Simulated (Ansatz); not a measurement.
# CH5FSSn: the cost of one run

Computed with the Python package of Ansatz 0.2.0. Level of theory: PBE0/def2-SVP.

### 1 Starting point

Bond lengths: F1–C2 1.394 Å, C2–S3 1.800 Å, S3–Sn4 2.322 Å, C2–H5 1.119 Å, C2–H6 1.115 Å, Sn4–H7 1.772 Å, Sn4–H8 1.741 Å, Sn4–H9 1.818 Å. Angles: F1–C2–S3 107.2°, F1–C2–H5 110.2°, F1–C2–H6 109.3°, S3–C2–H5 108.8°, S3–C2–H6 110.7°, H5–C2–H6 110.5°, C2–S3–Sn4 95.1°, S3–Sn4–H7 109.7°, S3–Sn4–H8 111.6°, S3–Sn4–H9 110.9°, H7–Sn4–H8 108.5°, H7–Sn4–H9 107.5°, H8–Sn4–H9 108.5°.

The script reads ch5fssn.xyz:

```xyz
9

F     1.89490    2.05590   -0.73400
C     0.79580    1.25900   -0.41740
S     1.41760   -0.39570   -0.07630
Sn   -0.66480   -1.30170    0.40750
H     0.09230    1.20760   -1.28650
H     0.28100    1.67860    0.47790
H    -1.72840   -1.14050   -1.00020
H    -0.54910   -2.98880    0.82190
H    -1.45070   -0.42050    1.79000
```

### 2 The script

Input file run_scan.py:

```python
"""Potential curve of CH5FSSn along one bond."""

import ansatz as az
import matplotlib.pyplot as plt
import numpy as np

ch5fssn = az.Crystal.molecule_from_extxyz("ch5fssn.xyz")

symbols = [site.symbol for site in ch5fssn.cartesian_sites]
start = np.array([site.position_ang for site in ch5fssn.cartesian_sites])
axis = (start[3] - start[2]) / np.linalg.norm(start[3] - start[2])
moving = [3, 6, 7, 8]
lengths, energies = [1.97, 2.14, 2.32, 2.55, 2.9, 3.48, 4.18, 5.11], []
for length in lengths:
    xyz = start.copy()
    xyz[moving] += (length - np.linalg.norm(start[3] - start[2])) * axis
    point = az.Crystal.molecule()
    for symbol, place in zip(symbols, xyz):
        point = point.atom(symbol, place.tolist())
    setup = point.calculation()
    setup = setup.basis(gaussian="def2-SVP")
    setup = setup.functional("pbe0")
    setup = setup.spin("collinear")
    rep = setup.run(threads=1).report
    energies.append(rep["free_energy_ev"])
    print(f"r = {length:6.3f} A  E = {energies[-1]:.5f} eV  <S^2> = {abs(rep['mean_field']['state']['spin_squared']):.3f}")

print("energy above the lowest point (eV):", [round(e - min(energies), 3) for e in energies])
plt.figure(figsize=(4.5, 3))
plt.plot(lengths, np.array(energies) - min(energies), "o-")
plt.xlabel("bond length (A)")
plt.ylabel("E - E(min) (eV)")
plt.tight_layout()
plt.savefig("scan.png", dpi=100)
```

### 3 What the engine is handed

The package turns the script's settings into the engine's input (first run):

```yaml
crystal:
  periodic: [false, false, false]
  atoms:
    - { symbol: F, position_ang: [1.8949, 2.0559, -0.734] }
    - { symbol: C, position_ang: [0.7958, 1.259, -0.4174] }
    - { symbol: S, position_ang: [1.4176, -0.3957, -0.0763] }
    - { symbol: Sn, position_ang: [-0.349186642075749, -1.1643845455823227, 0.33417415359020713] }
    - { symbol: H, position_ang: [0.0923, 1.2076, -1.2865] }
    - { symbol: H, position_ang: [0.281, 1.6786, 0.4779] }
    - { symbol: H, position_ang: [-1.412786642075749, -1.0031845455823227, -1.0735258464097928] }
    - { symbol: H, position_ang: [-0.2334866420757491, -2.8514845455823226, 0.7485741535902071] }
    - { symbol: H, position_ang: [-1.1350866420757493, -0.2831845455823226, 1.7166741535902073] }
basis:
  gaussian:
    orbitals: def2-SVP
hamiltonian:
  xc: pbe0
magnetization:
  spin_polarized: true
```

### 4 Launch

Launch:

```
$ python run_scan.py
```

**Question.** How long does this script take on 1 thread of Arm Neoverse V2, shared host, and how much memory does it need?

About 1.7 min, with a peak of 0.43 GiB.
